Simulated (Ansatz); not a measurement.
# CH2FInOS: how energies converge with the basis set

The task here is to estimate one member of a computed series from the others.

Computed with Ansatz 0.2.0, Gaussian basis. Level: one geometry, several basis sets.

Levels to be run: PBE0-D4/def2-SVP; ωB97M-V/def2-SVP; PBE0-D4/def2-QZVPP; ωB97M-V/def2-QZVPP; the functionals' def2-TZVPP values are taken from earlier runs.

### Structure used throughout

All runs share one geometry, relaxed beforehand with PBE0-D4 in a triple-zeta def2 set. In takes the def2 core potential; no spin-orbit term is included.

SMILES `O[C](=S)[InH][F]`, 7 atoms, charge 0, spin multiplicity 1.

Atoms are counted from 1 here; the program's logs count them from 0.

Bond lengths: O1–C2 1.318 Å, O1–H6 0.988 Å, C2–S3 1.618 Å, C2–In4 2.158 Å, In4–F5 2.021 Å, In4–H7 1.687 Å. Angles: C2–O1–H6 108.2°, O1–C2–S3 124.8°, O1–C2–In4 110.0°, S3–C2–In4 125.2°, C2–In4–F5 87.3°, C2–In4–H7 156.4°, F5–In4–H7 116.3°.

Geometry (Å):

```xyz
7
CH2FInOS
O     0.0812    0.0308    1.6352
C     0.5603   -0.6714    0.6284
S     1.5524   -1.9403    0.7777
In   -0.1729    0.1205   -1.2406
F    -1.1722    1.5009   -0.1535
H    -0.4949    0.7442    1.2676
H    -0.3538    0.2152   -2.9148
```

The first run:

Contents of in.yaml:

```yaml
crystal:
  periodic: [false, false, false]
  atoms:
    - {symbol: O, position_ang: [0.081171, 0.030797, 1.635179]}
    - {symbol: C, position_ang: [0.560293, -0.671412, 0.628391]}
    - {symbol: S, position_ang: [1.552389, -1.940251, 0.777736]}
    - {symbol: In, position_ang: [-0.172912, 0.120460, -1.240618]}
    - {symbol: F, position_ang: [-1.172213, 1.500904, -0.153516]}
    - {symbol: H, position_ang: [-0.494942, 0.744249, 1.267588]}
    - {symbol: H, position_ang: [-0.353776, 0.215243, -2.914770]}
basis:
  gaussian: {orbitals: def2-SVP}
hamiltonian: {xc: pbe0, dispersion: d4}
output: {orbitals: {seedname: orbitals}}
```

Among the steps run: PBE0-D4 in def2-SVP; ωB97M-V in def2-SVP; PBE0-D4 in def2-QZVPP; ωB97M-V in def2-QZVPP.

One of the session's tables, all rows but one given; the rest of the session is left out.

It belongs to the step «Functionals by basis». 

```
functional       basis  HOMO (eV)  LUMO (eV)
   PBE0-D4    def2-SVP      -6.32      -2.54
   PBE0-D4  def2-TZVPP      -6.51      -2.68
   PBE0-D4  def2-QZVPP      -6.55      -2.71
   ωB97M-V    def2-SVP          ?          ?
   ωB97M-V  def2-TZVPP      -8.58      -0.96
   ωB97M-V  def2-QZVPP      -8.63      -1.00
```

Estimate the missing values for ωB97M-V, def2-SVP.

**Answer.** HOMO (eV): -8.34; LUMO (eV): -0.78. In the column «HOMO (eV)» it lies between ωB97M-V, def2-TZVPP (-8.58) and PBE0-D4, def2-QZVPP (-6.55).
